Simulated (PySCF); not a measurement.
**[WS2]-: quartet, from a bent start**

The task is one start of a wider search on [WS2]-: the quartet, from a bent start. It is relaxed, tested by its Hessian and followed downhill if it is a saddle.

The runs use PySCF 2.14.0; PBE0, basis W def2-SVPD with ECP60, S def2-SVPD, scalar-relativistic core potentials, no spin–orbit coupling, density fitting.

**1. The starting structure**

3 atoms, charge -1, spin multiplicity 4.

Bond lengths: W1–S2 2.140 Å, W1–S3 2.140 Å. Angles: S2–W1–S3 110.0°.

```xyz
3
charge -1 multiplicity 4
W     0.0000    0.0000   -0.3166
S     1.7530    0.0000    0.9109
S    -1.7530    0.0000    0.9109
```

**2. Relaxing the quartet from the bent start**

One driver script runs all steps and calls PySCF; scf.py shows how it sets up the SCF of each step. The optimiser is the driver's own. Before each start the driver seeks the lowest SCF state from one or more starting densities and follows internal instabilities, so scf.py alone need not reach the same state.

The program finds C2v symmetry in the start, which this walk keeps. The walk stops when the largest gradient is under 0.0003 Eh/bohr and the energy has settled too.

Input file scf.py:

```python
from pyscf import gto, scf, dft
mol = gto.M(atom='''
W      0.000000     0.000000    -0.316632
S      1.753000    -0.000000     0.910868
S     -1.753000     0.000000     0.910868''',
    basis={'W': 'def2-SVPD', 'S': 'def2-SVPD'},
    ecp={'W': 'def2-SVPD'},
    charge=-1, spin=3)
mf = dft.UKS(mol, xc='PBE0')
mf.grids.atom_grid = (50, 194)
aux = {'W': 'def2-universal-JKFIT', 'S': 'def2-universal-JKFIT'}
mf = mf.density_fit(auxbasis=aux)
mf.kernel()
```

The optimiser's trace:

```csv
step,energy (Eh),change (kJ/mol),largest symmetric gradient (Eh/bohr)
0,-863.038926,0.00,0.02528
1,-863.046120,-18.89,0.01034
2,-863.051971,-34.25,0.01487
3,-863.053151,-37.35,0.01081
4,-863.053738,-38.89,0.00378
5,-863.053826,-39.12,0.00049
6,-863.053830,-39.13,0.00007
```

The walk needed 34 s of wall time on 4 threads, shared host.

After 6 steps and 39.1 kJ/mol it ends at C2v: W–S 2.206 Å (×2); S–W–S 140.5°.

**3. Hessian and properties**

The point is checked on the finer grid, and tightened if its gradient asks for it. The Hessian and the dipole derivatives come from central differences of analytic gradients, with steps of 0.01 bohr.

scf.py: that of step 2 with these lines changed.

```diff
@@ -3,3 +3,3 @@
-W      0.000000     0.000000    -0.316632
-S      1.753000    -0.000000     0.910868
-S     -1.753000     0.000000     0.910868''',
+W      0.000000    -0.000000    -0.191501
+S      2.076248    -0.000000     0.552669
+S     -2.076248     0.000000     0.552669''',
@@ -10 +10 @@
-mf.grids.atom_grid = (50, 194)
+mf.grids.atom_grid = (75, 302)
```

This SCF starts from the last density.

Log of the central SCF (cycles and frontier levels):

```text
init E= -863.053787991604
[... the frontier-level lines of each cycle are left out ...]
cycle= 1 E= -863.053787988894  delta_E= 2.71e-09  |g|= 6.84e-05  |ddm|= 0.000125
cycle= 2 E= -863.053787972134  delta_E= 1.68e-08  |g|= 0.000171  |ddm|= 0.000301
cycle= 3 E= -863.053787992034  delta_E= -1.99e-08  |g|= 1.57e-05  |ddm|= 0.000213
cycle= 4 E= -863.053787992202  delta_E= -1.68e-10  |g|= 4.66e-07  |ddm|= 1.9e-05
cycle= 5 E= -863.053787992205  delta_E= -2.73e-12  |g|= 3.18e-07  |ddm|= 1.67e-06
Extra cycle  E= -863.053787992203  delta_E= 1.59e-12  |g|= 3.04e-07  |ddm|= 1.23e-06
converged SCF energy = -863.053787992203  <S^2> = 3.8136969  2S+1 = 4.0317226
```

The whole step took 55 s.

Geometry: C2v; W–S 2.206 Å (×2); S–W–S 140.6°.

Harmonic modes (main isotopes):

```json
{"symmetry": "a1", "ω (cm⁻¹)": "85", "IR (km/mol)": "2.9", "type": "bend"}
{"symmetry": "b2", "ω (cm⁻¹)": "466", "IR (km/mol)": "235", "type": "stretch"}
{"symmetry": "a1", "ω (cm⁻¹)": "473", "IR (km/mol)": "11.8", "type": "stretch"}
```

Every mode is real; the point is a minimum.

Constants and moments:

- Dipole moment about the centre of mass: 2.33 D
- Highest occupied level: -1.45 eV
- Lowest empty level: 1.79 eV
- Rotational constants: 0.6415, 0.06116, 0.05583 cm⁻¹
- Zero-point energy: 6.1 kJ/mol
- Principal polarisabilities: 80.6, 93.8, 165.7 bohr³
- Principal traceless quadrupole moments about the centre of mass: -21.70, 8.74, 12.96 D Å
- Entropy at 298.15 K and 1 bar (electronic part: spin only): 314.5 J/(mol K)
- Heat capacity Cp at 298.15 K: 52.5 J/(mol K)
- Enthalpy at 298.15 K above 0 K: 13.22 kJ/mol
- Rotational symmetry number: 2
- Spin squared ⟨S²⟩: 3.814

Charges (e) and bond orders:

```json
{"atom": "W1", "Mulliken": "0.70", "Löwdin": "-0.26", "polar tensor": "0.80", "spin (Mulliken)": "3.49", "Mayer order to W1": "–"}
{"atom": "S2,3", "Mulliken": "-0.85", "Löwdin": "-0.37", "polar tensor": "-0.90", "spin (Mulliken)": "-0.25", "Mayer order to W1": "1.58"}
```

Mulliken populations on W1 (outside its core potential): s 2.70, p 6.26, d 4.28, f 0.05.

**4. Results**

| quantity | value |
| --- | --- |
| minimum | quartet, C2v |
| geometry | W–S 2.206 Å (×2); S–W–S 140.6° |
| wavenumbers (cm⁻¹) | 85 (a1), 466 (b2), 473 (a1) |
| dipole moment (centre of mass) | 2.33 D |
| highest occupied, lowest empty level (either spin) | -1.45, 1.79 eV |
| polar-tensor charge of W1 | +0.80 e |
| zero-point energy | 6.1 kJ/mol |
| entropy at 298.15 K | 314.5 J/(mol K) |
| ⟨S²⟩ | 3.814 |

What this shows: The molecule stays C2v, as typed, and the end point is a minimum. The strongest infrared band lies at 466 cm⁻¹ (b2, stretch). Most of the spin sits on W1 (Mulliken spin 3.49, against 3 for the whole molecule). Other starts or spin states, not run here, may lie lower. Take wavenumbers under 90 cm⁻¹ as rough. One determinant may miss the lowest occupation of an open d or f shell. With an element this heavy the missing spin–orbit coupling can shift these numbers.

The search up to here took 1.9 min.
